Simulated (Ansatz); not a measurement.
# Al2FHSe: the cost of one run

Computed with Ansatz 0.2.0, Gaussian basis. Level: the settings change from run to run.

### Step 1. The geometry

The geometry comes from an earlier relaxation with PBE0-D4 in a triple-zeta def2 set; it is a stationary point.

5 atoms, charge 0, spin multiplicity 1.

Atoms are counted from 1 here; the program's logs count them from 0.

Bond lengths: F1–Al2 1.644 Å, Al2–Al3 2.392 Å, Al2–Se4 2.341 Å, Al3–Se4 2.358 Å, Al3–H5 1.580 Å. Angles: F1–Al2–Al3 170.1°, F1–Al2–Se4 130.2°, Al3–Al2–Se4 59.8°, Al2–Al3–Se4 59.0°, Al2–Al3–H5 169.7°, Se4–Al3–H5 131.2°, Al2–Se4–Al3 61.2°.

Geometry (Å):

```
atom    x (Å)    y (Å)    z (Å)
  F1  -1.3121  -2.1879   1.2942
 Al2  -0.5135  -0.9443   0.5734
 Al3   0.9544   0.7742  -0.2110
 Se4  -1.1808   0.4730  -1.1658
  H5   2.1018   1.8114  -0.5323
```

### Step 2. PBE-QIDH/cc-pVTZ

Set apart from the defaults: density fitting with cc-pVTZ-jkfit, the search for lower states set to off.

File in.yaml:

```yaml
crystal:
  periodic: [false, false, false]
  atoms:
    - {symbol: F, position_ang: [-1.312107, -2.187915, 1.294243]}
    - {symbol: Al, position_ang: [-0.513486, -0.944339, 0.573429]}
    - {symbol: Al, position_ang: [0.954405, 0.774237, -0.211011]}
    - {symbol: Se, position_ang: [-1.180813, 0.472971, -1.165779]}
    - {symbol: H, position_ang: [2.101802, 1.811445, -0.532281]}
basis:
  gaussian: {orbitals: cc-pVTZ, fitting: {mean_field: cc-pVTZ-jkfit}}
hamiltonian: {xc: {name: PBE-QIDH}}
scf: {lower_state_search: off}
output: {forces: true}
```

Started as:

```
ansatz run in.yaml --threads 2 --pin off --events-out ev --progress --plain --max-ram 4352MiB
```

**Question.** How long does this run take on 2 threads of Arm Neoverse V1, shared host, and how much memory does it need?

About 10 s, with a peak of 0.29 GiB.
